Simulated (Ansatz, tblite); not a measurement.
# The cluster LiAg6+: one state, many levels

One table from this session's results is given with a row withheld; the runs are named, their logs left out.

The runs use Ansatz 0.2.0, Gaussian basis; as each input shows.

Levels to be run: GFN1-xTB, GFN2-xTB, PBE-D4/def2-TZVP, r2SCAN-D4/def2-TZVP, BLYP-D4/def2-TZVP, BHLYP-D4/def2-TZVP, r2SCAN0-D4/def2-TZVP, PBE-D4/def2-SVP, PBE0-D4/def2-SVP, MP2/def2-TZVP, RPA/def2-TZVP.

3 further runs of the same task are left out: 2 that didn't finish, 1 set aside as unsound or not needed.

**The geometry**

The geometry is that of the singlet, from an earlier relaxation (r2SCAN-D4/def2-SVP). At that level it is the lowest of the isomers that a small search found.

7 atoms, charge 1, spin multiplicity 1.

Bond lengths: Li1–Ag2 2.793 Å, Li1–Ag3 2.793 Å, Li1–Ag4 2.793 Å, Li1–Ag5 2.703 Å, Li1–Ag6 2.793 Å, Li1–Ag7 2.793 Å, Ag2–Ag3 2.812 Å, Ag2–Ag5 2.703 Å, Ag2–Ag6 2.811 Å, Ag3–Ag5 2.703 Å, Ag3–Ag7 2.811 Å, Ag4–Ag5 2.703 Å, Ag4–Ag6 2.811 Å, Ag4–Ag7 2.812 Å, Ag5–Ag6 2.703 Å, Ag5–Ag7 2.703 Å. Angles: Ag2–Li1–Ag3 60.4°, Ag2–Li1–Ag4 109.1°, Ag2–Li1–Ag5 58.9°, Ag2–Li1–Ag6 60.4°, Ag2–Li1–Ag7 109.1°, Ag3–Li1–Ag4 109.1°, Ag3–Li1–Ag5 58.9°, Ag3–Li1–Ag6 109.1°, Ag3–Li1–Ag7 60.4°, Ag4–Li1–Ag5 58.9°, Ag4–Li1–Ag6 60.4°, Ag4–Li1–Ag7 60.4°, Ag5–Li1–Ag6 58.9°, Ag5–Li1–Ag7 58.9°, Ag6–Li1–Ag7 109.1°, Li1–Ag2–Ag3 59.8°, Li1–Ag2–Ag5 58.9°, Li1–Ag2–Ag6 59.8° and more.

Ag takes a core potential in the def2 sets. No spin-orbit coupling is included. The ion is computed in the gas phase, without counter-ions or solvent.

PBE0-D4/def2-TZVP was run before; its log isn't repeated, and its numbers join the tables.

The first run:

Tight binding, by tblite at 300 K electronic temperature and without a spin-polarisation term:

```python
tblite.interface.Calculator('GFN1-xTB', numbers, positions, charge=1, uhf=0).singlepoint()
```

Tight binding, by tblite at 300 K electronic temperature and without a spin-polarisation term:

```python
tblite.interface.Calculator('GFN2-xTB', numbers, positions, charge=1, uhf=0).singlepoint()
```

start.molden holds the orbitals of an earlier run on this state, given as this run's starting guess.

Input file in.yaml:

```yaml
crystal:
  periodic: [false, false, false]
  atoms:
    - {symbol: Li, position_ang: [1.168469, 0.667103, 0.442242]}
    - {symbol: Ag, position_ang: [0.959698, -2.115067, 0.570668]}
    - {symbol: Ag, position_ang: [1.165430, -0.824555, -1.918965]}
    - {symbol: Ag, position_ang: [-1.361283, 1.789461, 0.815164]}
    - {symbol: Ag, position_ang: [-1.061245, -0.605865, -0.401666]}
    - {symbol: Ag, position_ang: [-0.602085, -0.499490, 2.260295]}
    - {symbol: Ag, position_ang: [-0.268994, 1.588423, -1.767738]}
basis:
  gaussian: {orbitals: def2-TZVP, initial_orbitals: start.molden}
total_charge: 1
hamiltonian: {xc: pbe, dispersion: d4}
scf: {omitted_lower_state_checks: [starts]}
output: {forces: true, orbitals: {seedname: orbitals}}
```

On the command line:

```bash
ansatz run in.yaml --threads 4 --pin off --events-out ev --progress --plain --max-ram 4787MiB
```

Among the steps run: PBE-D4/def2-TZVP; r2SCAN-D4/def2-TZVP; BLYP-D4/def2-TZVP; BHLYP-D4/def2-TZVP; r2SCAN0-D4/def2-TZVP; PBE-D4/def2-SVP; PBE0-D4/def2-SVP; MP2/def2-TZVP; RPA/def2-TZVP.

One table of the session follows, with a row left open; its other results are not shown here.

```
               level  HOMO (eV)  LUMO (eV)  gap (eV)
     PBE-D4/def2-SVP      -9.14      -7.20      1.95
    PBE-D4/def2-TZVP      -9.15      -7.22      1.93
   BLYP-D4/def2-TZVP      -9.08      -7.20      1.88
 r2SCAN-D4/def2-TZVP      -9.09      -7.01      2.08
    PBE0-D4/def2-SVP      -9.54      -6.39      3.15
   PBE0-D4/def2-TZVP      -9.54      -6.40      3.14
r2SCAN0-D4/def2-TZVP          ?          ?         ?
  BHLYP-D4/def2-TZVP      -9.87      -5.67      4.19
```

Q: Estimate the row for r2SCAN0-D4/def2-TZVP from the others.

**Answer.** HOMO (eV): -9.54; LUMO (eV): -6.30; gap (eV): 3.24.
